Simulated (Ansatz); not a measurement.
# B26SbP27: the cost of one run

Method: DFT, PBE, plane-wave PAW, default files, scalar-relativistic, as far as a step names no other, in Ansatz 0.2.0.

**1. The starting structure**

Symmetry: F-43m, No. 216, cubic system. Conventional cell: a = 13.614 Å, b = 13.614 Å, c = 13.614 Å, α = 90.00°, β = 90.00°, γ = 90.00°. Around Sb (site symmetry -43m) lie 4 P at 1.97 Å. Around B (site symmetry m) lie 4 P at 1.97 Å. B (site symmetry 3m) is surrounded by 4 P at 1.97 Å. Around B (site symmetry 2mm) lie 4 P at 1.97 Å. Around P (site symmetry 3m) lie 1 Sb at 1.97 Å and 3 B at 1.97 Å. Around P (site symmetry 2mm) lie 4 B at 1.97 Å. P (site symmetry m) has 4 B at 1.97 Å as nearest neighbours. Only part of the 10 independent sites is listed.

Coordinates:

```cif
data_structure
_symmetry_space_group_name_H-M 'P 1'
_symmetry_Int_Tables_number 1
_cell_length_a 9.6266
_cell_length_b 9.6266
_cell_length_c 9.6266
_cell_angle_alpha 60.000
_cell_angle_beta 60.000
_cell_angle_gamma 60.000
_cell_volume 630.81
loop_
_atom_site_label
_atom_site_type_symbol
_atom_site_fract_x
_atom_site_fract_y
_atom_site_fract_z
_atom_site_occupancy
Sb1 Sb 0.00000 0.00000 0.00000 1
B1 B 0.00000 0.00000 0.33333 1
B2 B 0.00000 0.00000 0.66667 1
B3 B 0.00000 0.33333 0.00000 1
B4 B 0.00000 0.33333 0.33333 1
B5 B 0.00000 0.33333 0.66667 1
B6 B 0.00000 0.66667 0.00000 1
B7 B 0.00000 0.66667 0.33333 1
B8 B 0.00000 0.66667 0.66667 1
B9 B 0.33333 0.00000 0.00000 1
B10 B 0.33333 0.00000 0.33333 1
B11 B 0.33333 0.00000 0.66667 1
B12 B 0.33333 0.33333 0.00000 1
B13 B 0.33333 0.33333 0.33333 1
B14 B 0.33333 0.33333 0.66667 1
B15 B 0.33333 0.66667 0.00000 1
B16 B 0.33333 0.66667 0.33333 1
B17 B 0.33333 0.66667 0.66667 1
B18 B 0.66667 0.00000 0.00000 1
B19 B 0.66667 0.00000 0.33333 1
B20 B 0.66667 0.00000 0.66667 1
B21 B 0.66667 0.33333 0.00000 1
B22 B 0.66667 0.33333 0.33333 1
B23 B 0.66667 0.33333 0.66667 1
B24 B 0.66667 0.66667 0.00000 1
B25 B 0.66667 0.66667 0.33333 1
B26 B 0.66667 0.66667 0.66667 1
P1 P 0.08333 0.08333 0.08333 1
P2 P 0.08333 0.08333 0.41667 1
P3 P 0.08333 0.08333 0.75000 1
P4 P 0.08333 0.41667 0.08333 1
P5 P 0.08333 0.41667 0.41667 1
P6 P 0.08333 0.41667 0.75000 1
P7 P 0.08333 0.75000 0.08333 1
P8 P 0.08333 0.75000 0.41667 1
P9 P 0.08333 0.75000 0.75000 1
P10 P 0.41667 0.08333 0.08333 1
P11 P 0.41667 0.08333 0.41667 1
P12 P 0.41667 0.08333 0.75000 1
P13 P 0.41667 0.41667 0.08333 1
P14 P 0.41667 0.41667 0.41667 1
P15 P 0.41667 0.41667 0.75000 1
P16 P 0.41667 0.75000 0.08333 1
P17 P 0.41667 0.75000 0.41667 1
P18 P 0.41667 0.75000 0.75000 1
P19 P 0.75000 0.08333 0.08333 1
P20 P 0.75000 0.08333 0.41667 1
P21 P 0.75000 0.08333 0.75000 1
P22 P 0.75000 0.41667 0.08333 1
P23 P 0.75000 0.41667 0.41667 1
P24 P 0.75000 0.41667 0.75000 1
P25 P 0.75000 0.75000 0.08333 1
P26 P 0.75000 0.75000 0.41667 1
P27 P 0.75000 0.75000 0.75000 1
```

Atom 1 of the input is the impurity.

**2. First run, atoms as given**

The input, input.yaml:

```yaml
crystal:
  lattice:
    - [0.0, 6.807, 6.807]
    - [6.807, 0.0, 6.807]
    - [6.807, 6.807, 0.0]
  atoms:
    - { symbol: Sb, position: [0.0, 0.0, 0.0] }
    - { symbol: B, position: [0.0, 0.0, 0.3333333333] }
    - { symbol: B, position: [0.0, 0.0, 0.6666666667] }
    - { symbol: B, position: [0.0, 0.3333333333, 0.0] }
    - { symbol: B, position: [0.0, 0.3333333333, 0.3333333333] }
    - { symbol: B, position: [0.0, 0.3333333333, 0.6666666667] }
    - { symbol: B, position: [0.0, 0.6666666667, 0.0] }
    - { symbol: B, position: [0.0, 0.6666666667, 0.3333333333] }
    - { symbol: B, position: [0.0, 0.6666666667, 0.6666666667] }
    - { symbol: B, position: [0.3333333333, 0.0, 0.0] }
    - { symbol: B, position: [0.3333333333, 0.0, 0.3333333333] }
    - { symbol: B, position: [0.3333333333, 0.0, 0.6666666667] }
    - { symbol: B, position: [0.3333333333, 0.3333333333, 0.0] }
    - { symbol: B, position: [0.3333333333, 0.3333333333, 0.3333333333] }
    - { symbol: B, position: [0.3333333333, 0.3333333333, 0.6666666667] }
    - { symbol: B, position: [0.3333333333, 0.6666666667, 0.0] }
    - { symbol: B, position: [0.3333333333, 0.6666666667, 0.3333333333] }
    - { symbol: B, position: [0.3333333333, 0.6666666667, 0.6666666667] }
    - { symbol: B, position: [0.6666666667, 0.0, 0.0] }
    - { symbol: B, position: [0.6666666667, 0.0, 0.3333333333] }
    - { symbol: B, position: [0.6666666667, 0.0, 0.6666666667] }
    - { symbol: B, position: [0.6666666667, 0.3333333333, 0.0] }
    - { symbol: B, position: [0.6666666667, 0.3333333333, 0.3333333333] }
    - { symbol: B, position: [0.6666666667, 0.3333333333, 0.6666666667] }
    - { symbol: B, position: [0.6666666667, 0.6666666667, 0.0] }
    - { symbol: B, position: [0.6666666667, 0.6666666667, 0.3333333333] }
    - { symbol: B, position: [0.6666666667, 0.6666666667, 0.6666666667] }
    - { symbol: P, position: [0.0833333333, 0.0833333333, 0.0833333333] }
    - { symbol: P, position: [0.0833333333, 0.0833333333, 0.4166666667] }
    - { symbol: P, position: [0.0833333333, 0.0833333333, 0.75] }
    - { symbol: P, position: [0.0833333333, 0.4166666667, 0.0833333333] }
    - { symbol: P, position: [0.0833333333, 0.4166666667, 0.4166666667] }
    - { symbol: P, position: [0.0833333333, 0.4166666667, 0.75] }
    - { symbol: P, position: [0.0833333333, 0.75, 0.0833333333] }
    - { symbol: P, position: [0.0833333333, 0.75, 0.4166666667] }
    - { symbol: P, position: [0.0833333333, 0.75, 0.75] }
    - { symbol: P, position: [0.4166666667, 0.0833333333, 0.0833333333] }
    - { symbol: P, position: [0.4166666667, 0.0833333333, 0.4166666667] }
    - { symbol: P, position: [0.4166666667, 0.0833333333, 0.75] }
    - { symbol: P, position: [0.4166666667, 0.4166666667, 0.0833333333] }
    - { symbol: P, position: [0.4166666667, 0.4166666667, 0.4166666667] }
    - { symbol: P, position: [0.4166666667, 0.4166666667, 0.75] }
    - { symbol: P, position: [0.4166666667, 0.75, 0.0833333333] }
    - { symbol: P, position: [0.4166666667, 0.75, 0.4166666667] }
    - { symbol: P, position: [0.4166666667, 0.75, 0.75] }
    - { symbol: P, position: [0.75, 0.0833333333, 0.0833333333] }
    - { symbol: P, position: [0.75, 0.0833333333, 0.4166666667] }
    - { symbol: P, position: [0.75, 0.0833333333, 0.75] }
    - { symbol: P, position: [0.75, 0.4166666667, 0.0833333333] }
    - { symbol: P, position: [0.75, 0.4166666667, 0.4166666667] }
    - { symbol: P, position: [0.75, 0.4166666667, 0.75] }
    - { symbol: P, position: [0.75, 0.75, 0.0833333333] }
    - { symbol: P, position: [0.75, 0.75, 0.4166666667] }
    - { symbol: P, position: [0.75, 0.75, 0.75] }
kpoints:
  mp_grid: { grid: [3, 3, 3] }
scf:
  occupations: { method: fermi_dirac, width: 0.01 }
hamiltonian:
  xc: pbe
  pseudopotentials: { kind: paw }
output:
  forces: true
  stress: true
  populations: true
  efg:
    quadrupole_moments_barn: { Sb: -0.543, B: 0.04059 }
    contact_densities: true
```

Run with:

```sh
$ ansatz run input.yaml --threads 1 --pin off --max-ram 3072MiB --backend cpu --events-out ev --progress --plain --runs-dir out
```

**Question.** How long does this run take on 1 thread of Arm Neoverse V2, shared host, and how much memory does it need?

About 89 s, with a peak of 1.2 GiB.
